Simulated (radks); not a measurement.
**V⁴⁺ in [Ne] 3s1.75 3p6 3d1 4p0.25: an all-electron calculation**

Aim: the levels, the sizes of the orbitals and the parts of the energy of the vanadium ion V4+.

Method: Dirac Kohn-Sham, exchange-only LDA, spin-unpolarised, spherical densities, point nucleus; open shells are shared between the two j in proportion to 2j + 1. Code: radks (a radial shooting solver on a logarithmic mesh, Libxc functionals) version 1.

## 1. The system

```
element       : vanadium (Z = 23)
charge        : +4
electrons     : 19
configuration : [Ne] 3s1.75 3p6 3d1 4p0.25
```

## 2. Self-consistent calculation

Settings of this run:

```text
Z 23
configuration [Ne] 3s1.75 3p6 3d1 4p0.25
relativity Dirac
functional lda,
spin unpolarised
j_filling average
nucleus point
c 137.035999084
```

Command:

```
> python run_ks.py task.json out
```

The same process makes all the runs of this session.

Q: Predict the outcome of this run.

As calculated:

| quantity | value |
| --- | --- |
| total energy | -940.96078 hartree |
| exchange-correlation share of it | 4.22 % |
| −T/E | 1.0116 |
| highest occupied level | 4p3/2, -32.209 eV |
| most extended occupied level | 4p3/2, <r> = 2.55 bohr |
| radius at density 0.001 e/bohr³ | 2.98 bohr |
| maxima of the radial density | 3 |

4 principal shells are occupied and 3 maxima appear in the radial density; where shells overlap, one shows as a shoulder or not at all. Relativity lifts −T/E to 1.012. This is not the tabulated ground configuration, so its levels and sizes aren't those of the ground state, and no measured value stands beside it.
